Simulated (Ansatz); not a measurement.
# Si3Ge3H12: one species, many methods

An exercise on one series of results from a longer session: the logs are not shown, and one member is left open.

Method: functionals in def2-TZVPP, the program's frozen cores in correlated methods; program: Ansatz 0.2.0, Gaussian basis.

Levels to be run: LDA (SPW92), PBE-D4, revPBE-D4, BLYP-D4, r2SCAN-D4, B97M-V, PBE0-D4, B3LYP-D4, r2SCANh-D4, r2SCAN0-D4, HSE06-D4, BHLYP-D4, CAM-B3LYP-D4, LC-ωPBE, ωB97X-V, ωB97M-V, B2PLYP, PBE-QIDH; CCSD(T)/def2-SVP; CCSD(T)/def2-TZVPP; MP2/def2-QZVPP; extrapolation to the limit; RPA on PBE.

## The relaxed structure

The geometry comes from an earlier relaxation with PBE0-D4 in a triple-zeta def2 set; it is a stationary point, not always the lowest conformer.

SMILES `[SiH2]1[SiH2][GeH2][GeH2][SiH2][GeH2]1`, 18 atoms, charge 0, spin multiplicity 1.

Atoms are counted from 1 here; the program's logs count them from 0.

Bond lengths: Si1–Si2 2.336 Å, Si1–Ge6 2.388 Å, Si1–H7 1.489 Å, Si1–H8 1.490 Å, Si2–Ge3 2.386 Å, Si2–H9 1.490 Å, Si2–H10 1.489 Å, Ge3–Ge4 2.434 Å, Ge3–H11 1.541 Å, Ge3–H12 1.541 Å, Ge4–Si5 2.378 Å, Ge4–H13 1.541 Å, Ge4–H14 1.540 Å, Si5–Ge6 2.386 Å, Si5–H15 1.490 Å, Si5–H16 1.489 Å, Ge6–H17 1.541 Å, Ge6–H18 1.541 Å. Angles: Si2–Si1–Ge6 108.5°, Si2–Si1–H7 112.5°, Si2–Si1–H8 108.6°, Ge6–Si1–H7 110.3°, Ge6–Si1–H8 108.7°, H7–Si1–H8 108.3°, Si1–Si2–Ge3 107.9°, Si1–Si2–H9 108.9°, Si1–Si2–H10 112.5°, Ge3–Si2–H9 108.8°, Ge3–Si2–H10 110.5°, H9–Si2–H10 108.3°, Si2–Ge3–Ge4 110.3°, Si2–Ge3–H11 109.6°, Si2–Ge3–H12 110.2°, Ge4–Ge3–H11 109.4°, Ge4–Ge3–H12 109.2°, H11–Ge3–H12 108.0° and more.

Coordinates:

```xyz
18
Ge3H12Si3
Si    0.3637    2.1374   -0.2549
Si    1.8991    0.7332    0.8061
Ge    1.8749   -1.3674   -0.3254
Ge   -0.3882   -1.9209   -1.0307
Si   -1.9041   -0.9696    0.5353
Ge   -1.8407    1.4034    0.2976
H     0.5419    3.5665    0.1244
H     0.5509    2.0186   -1.7285
H     1.4664    0.5239    2.2166
H     3.2756    1.3018    0.8192
H     2.7948   -1.3001   -1.5595
H     2.4040   -2.4784    0.6018
H    -0.6407   -1.3022   -2.4195
H    -0.5515   -3.4473   -1.1541
H    -1.4440   -1.3271    1.9066
H    -3.2923   -1.4789    0.3599
H    -2.2872    2.0705    1.6129
H    -2.8226    1.8367   -0.8078
```

Set-up of the first run:

The input, in.yaml:

```yaml
crystal:
  periodic: [false, false, false]
  atoms:
    - {symbol: Si, position_ang: [0.363663, 2.137392, -0.254872]}
    - {symbol: Si, position_ang: [1.899117, 0.733187, 0.806124]}
    - {symbol: Ge, position_ang: [1.874886, -1.367385, -0.325377]}
    - {symbol: Ge, position_ang: [-0.388235, -1.920946, -1.030701]}
    - {symbol: Si, position_ang: [-1.904121, -0.969569, 0.535327]}
    - {symbol: Ge, position_ang: [-1.840667, 1.403390, 0.297603]}
    - {symbol: H, position_ang: [0.541914, 3.566462, 0.124407]}
    - {symbol: H, position_ang: [0.550895, 2.018551, -1.728512]}
    - {symbol: H, position_ang: [1.466379, 0.523872, 2.216630]}
    - {symbol: H, position_ang: [3.275595, 1.301828, 0.819187]}
    - {symbol: H, position_ang: [2.794778, -1.300080, -1.559519]}
    - {symbol: H, position_ang: [2.404001, -2.478373, 0.601778]}
    - {symbol: H, position_ang: [-0.640676, -1.302202, -2.419458]}
    - {symbol: H, position_ang: [-0.551475, -3.447276, -1.154103]}
    - {symbol: H, position_ang: [-1.443979, -1.327105, 1.906567]}
    - {symbol: H, position_ang: [-3.292272, -1.478917, 0.359888]}
    - {symbol: H, position_ang: [-2.287177, 2.070484, 1.612862]}
    - {symbol: H, position_ang: [-2.822646, 1.836684, -0.807822]}
basis:
  gaussian: {orbitals: def2-TZVPP}
hamiltonian: {xc: lda}
output: {orbitals: {seedname: orbitals}}
```

Among the steps run: LDA; PBE-D4 (GGA); revPBE-D4 (GGA); BLYP-D4 (GGA); r2SCAN-D4 (meta-GGA); B97M-V (meta-GGA); PBE0-D4 (hybrid); B3LYP-D4 (hybrid); r2SCANh-D4 (hybrid); r2SCAN0-D4 (hybrid); HSE06-D4 (hybrid); BHLYP-D4 (hybrid); CAM-B3LYP-D4 (range-separated); LC-ωPBE-D4 (range-separated; the results give it without D4); ωB97X-V (range-separated); ωB97M-V (range-separated); B2PLYP (double hybrid); PBE-QIDH (double hybrid).

One of the session's tables, all rows but one given; the rest of the session is left out.

It belongs to the step «Frontier levels by functional». 

| functional | HOMO (eV) | gap (eV) |
| --- | --- | --- |
| LDA (SPW92) | -6.68 | 5.15 |
| PBE-D4 | -6.60 | 5.24 |
| revPBE-D4 | -6.56 | 5.28 |
| BLYP-D4 | -6.45 | 5.26 |
| r2SCAN-D4 | -6.85 | 5.68 |
| B97M-V | -6.98 | 5.61 |
| PBE0-D4 | -7.60 | 7.01 |
| B3LYP-D4 | ? | ? |
| r2SCANh-D4 | -7.21 | 6.31 |
| r2SCAN0-D4 | -7.76 | 7.26 |
| HSE06-D4 | -7.22 | 6.26 |
| BHLYP-D4 | -8.49 | 8.80 |
| CAM-B3LYP-D4 | -8.78 | 9.23 |
| LC-ωPBE | -10.02 | 11.47 |
| ωB97X-V | -9.73 | 11.09 |
| ωB97M-V | -9.53 | 10.62 |

**Question.** Estimate the row for B3LYP-D4.

Worked estimate for «HOMO (eV)». Against the share of exact exchange, BLYP-D4 (0, -6.45), BHLYP-D4 (0.5, -8.49) give a slope of -4.08 per unit share; at 0.2 the line stands at -7.27.

As computed: HOMO (eV): -7.41; gap (eV): 6.67. In «HOMO (eV)» the line misses by +0.14.
